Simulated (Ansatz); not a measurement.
# InH₃ (triplet): B2PLYP, RPA-PBE over a scan of the scale of all distances, def2-SVP

How well do these functionals follow the top wave-function level for InH₃ (triplet) over a scan of the scale of all distances?

The runs use Ansatz 0.2.0, Gaussian basis; def2-SVP, all electrons in the functionals, frozen cores in the correlation of double hybrids and RPA.

To be run: B2PLYP, RPA-PBE, at 0.883; 1.000; 1.119; 1.296; 1.507; 1.720; 1.970; 2.364.

12 further runs of the same task are left out: 4 for a known fault of the program, 6 that didn't finish, 2 set aside as unsound or not needed.

**1. The system**

The geometry derives from a PBE0/def2-TZVP stationary point (not a proven minimum). All distances are scaled together. No spin-orbit coupling is included. Elements past krypton take def2 core potentials.

4 atoms, charge 0, spin multiplicity 3.

Atoms are counted from 1 here; the program's logs count them from 0.

Bond lengths: In1–H2 1.760 Å, H3–H4 0.769 Å.

Geometry (Å):

```xyz
4

In    0.00000    0.01703   -0.03846
H     0.00000   -1.72632   -0.27663
H     0.38455   -0.10704    2.32875
H    -0.38455   -0.10704    2.32875
```

No dispersion term is added.

The geometry shown and the zero of energy belong to the point 1.000. The yardstick, FCI, and other wave-function levels (R restricted, U unrestricted, valence and pair active spaces) come from earlier runs.

**2. B2PLYP, 0.883**

Contents of in.yaml:

```yaml
crystal:
  periodic: [false, false, false]
  atoms:
    - {symbol: In, position_ang: [0.000000, 0.015041, -0.033958]}
    - {symbol: H, position_ang: [0.000000, -1.524337, -0.244266]}
    - {symbol: H, position_ang: [0.339553, -0.094516, 2.056283]}
    - {symbol: H, position_ang: [-0.339553, -0.094516, 2.056283]}
basis:
  gaussian: {orbitals: def2-SVP}
magnetization: {spin_polarized: true, initial_magnetization: 2}
hamiltonian: {xc: {name: B2PLYP}}
correlation: {electrons: outside_noble_gas}
```

Started as:

```sh
ansatz run in.yaml --threads 1 --pin off --events-out ev --progress --plain --max-ram 2393MiB
```

Further steps of the session: B2PLYP, 1.000; B2PLYP, 1.119; B2PLYP, 1.296; B2PLYP, 1.507; B2PLYP, 1.720; B2PLYP, 1.970; B2PLYP, 2.364; RPA-PBE, 0.883; RPA-PBE, 1.000; RPA-PBE, 1.119; RPA-PBE, 1.296; RPA-PBE, 1.507; RPA-PBE, 1.720; RPA-PBE, 1.970; RPA-PBE, 2.364.

Q: Predict the results of all the runs planned. Wanted: span of the FCI curve; largest miss, B2PLYP; largest miss, RPA-PBE.

As calculated:

```
             quantity                  value
span of the FCI curve          98.1 kcal/mol
 largest miss, B2PLYP  +8.1 kcal/mol (1.970)
largest miss, RPA-PBE  +1.7 kcal/mol (2.364)
```

In words: Of the functionals, RPA-PBE keep the smallest largest miss at the points compared (at most 1.7 kcal/mol) and B2PLYP strays most (8.1 kcal/mol, at 1.970). B2PLYP clearly breaks the spin symmetry at some points (⟨S²⟩ up to 0.71 above the pure value), so energy there is bought with a mixed spin. Functionals and the yardstick converge differently with the basis, so part of each miss in def2-SVP is the basis.
